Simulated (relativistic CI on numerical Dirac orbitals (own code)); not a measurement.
**Ag III (Ag²⁺): levels and lines**

Aim: the low levels of Ag²⁺, their labels and the strongest lines; further runs change one setting each.

Method: Dirac-Coulomb-Breit CI, KLI orbitals optimised for each configuration, model QED (radiative potential, 1s self-energy scaled to tabulated hydrogen-like ionisation energies), valence Slater integrals scaled by 0.85, P86 correlation energy added to each configuration. Code: relativistic CI on numerical Dirac orbitals (own code) version 4.

## 1. Starting point

| Property | Result |
| --- | --- |
| ion | Ag²⁺ (Ag III) |
| nuclear charge | 47 |
| electrons | 45 |
| isotope | A = 107 |
| first configuration typed | [Kr] 4d9 |

Outer shells as boxes (Hund's rule):

first configuration typed
```
[Kr] core
4d [↑↓][↑↓][↑↓][↑↓][↑ ]
```

## 2. Base run

Input settings:

```ini
atom Ag  Z=47  charge=2  electrons=45
nucleus A=107  rms_radius_fm=4.5454
hamiltonian dirac-coulomb  breit=on  qed=on  c_scale=1
orbitals kli  potential=per-configuration
slater_scale 0.85
correlation p86
mixing on
configurations
  [Kr] 4d9
  [Kr] 4d8 5s
  [Kr] 4d8 5p
  [Kr] 4d8 4f
  [Kr] 4d8 5d
  [Kr] 4d8 6s
  [Kr] 4d8 6p
  [Kr] 4d7 5s 5p
  [Kr] 4d8 7s
  [Kr] 4d8 6d
  [Kr] 4d8 7p
  [Kr] 4d8 5f
  [Kr] 4d8 5g
  [Kr] 4d8 7d
  [Kr] 4d8 6f
  [Kr] 4d7 5s2
  [Kr] 4d6 5s2 5p
  [Kr] 4d6 4f 5s2
  [Kr] 4d6 5s2 5d
  [Kr] 4d6 5s2 6s
  [Kr] 4d6 5s2 6p
  [Kr] 4d7 5s 6s
  [Kr] 4d6 5s 5p 6s
  [Kr] 4d6 4f 5s 6s
  [Kr] 4d6 5s 5d 6s
  [Kr] 4d6 5s 6s2
  [Kr] 4d6 5s 6s 6p
end
```

On the command line:

```console
python run_levels.py task.json out
```

One command runs all members of the session, one after another, from task.json.

## 4. No correlation estimate

The settings differ from step 2 so:

```diff
@@ -5,3 +5,3 @@
 slater_scale 0.85
-correlation p86
+correlation none
 mixing on
```

## 5. Slater integrals scaled by 0.75

The settings differ from step 4 so:

```diff
@@ -4,4 +4,4 @@
 orbitals kli  potential=per-configuration
-slater_scale 0.85
-correlation none
+slater_scale 0.75
+correlation p86
 mixing on
```

## 6. Non-relativistic limit (c × 1000)

The settings differ from step 5 so:

```diff
@@ -2,5 +2,5 @@
 nucleus A=107  rms_radius_fm=4.5454
-hamiltonian dirac-coulomb  breit=on  qed=on  c_scale=1
+hamiltonian dirac-coulomb  breit=off  qed=off  c_scale=1000
 orbitals kli  potential=per-configuration
-slater_scale 0.75
+slater_scale 0.85
 correlation p86
```

## 7. The first 3 configurations alone

Input settings:

```ini
atom Ag  Z=47  charge=2  electrons=45
nucleus A=107  rms_radius_fm=4.5454
hamiltonian dirac-coulomb  breit=on  qed=on  c_scale=1
orbitals kli  potential=per-configuration
slater_scale 0.85
correlation p86
mixing on
configurations
  [Kr] 4d9
  [Kr] 4d8 5s
  [Kr] 4d8 5p
end
```

(Steps that only read results are left out.)

Before running it: what results should come out? Wanted: lowest level; first excitation; lowest level of the other parity; fastest E1 line; ionisation energy; mean error of paired levels.

As calculated:

| run | time | mean size of shift, levels followed (cm⁻¹) | lowest level | ionisation energy (eV) | mean error to measured (cm⁻¹) |
| --- | --- | --- | --- | --- | --- |
| main run | 5.9 s | 0 | 4d9 2D5/2 | 34.395 | 2612 |
| no correlation estimate | 5.8 s | 4068 | 4d9 2D5/2 | 33.067 | 1430 |
| Slater integrals scaled by 0.75 | 5.7 s | 523 | 4d9 2D5/2 | 34.517 | - |
| non-relativistic limit (c × 1000) | 4.4 s | 9348 | 4d9 2D5/2 | - | - |
| the first 3 configurations alone | 0.2 s | 162 | 4d9 2D5/2 | - | - |

The semi-empirical ionisation energy (NIST) is 34.8 eV.

```
                                                                         quantity                              value
                                                                     lowest level                          4d9 2D5/2
                                                                 first excitation             4d9 2D3/2, 4362.2 cm⁻¹
                                                 lowest level of the other parity         4d8 5p 4D°7/2, 115571 cm⁻¹
                                                              levels in the model                               5964
fastest E1 line (by rate) to the lowest level among the lowest 400 of 5964 levels  72.53 nm, from 4d8 5p 2F°7/2 (iv)
                                                                ionisation energy                          34.395 eV
                                         ionisation energy, semi-empirical (NIST)                            34.8 eV
                                                      mean error of paired levels                  2612 cm⁻¹ over 10
```

The lowest level is 4d9 2D5/2, 100 % pure in LS and 100 % in jj coupling; over the low levels the means are 83 and 68 %, so LS coupling describes them better. The ionisation energy from the two ground configurations alone is 1.2 % below the semi-empirical value. The largest mover is «non-relativistic limit (c × 1000)» (9348 cm⁻¹ on average). The run «no correlation estimate» comes nearer the measured levels than the main run (1430 against 2612 cm⁻¹). The scale of 0.85 was itself chosen against such measured levels. Near neutrality, missing correlation can shift configurations against each other by thousands of cm⁻¹. Lifetimes count radiative decay inside the model alone.
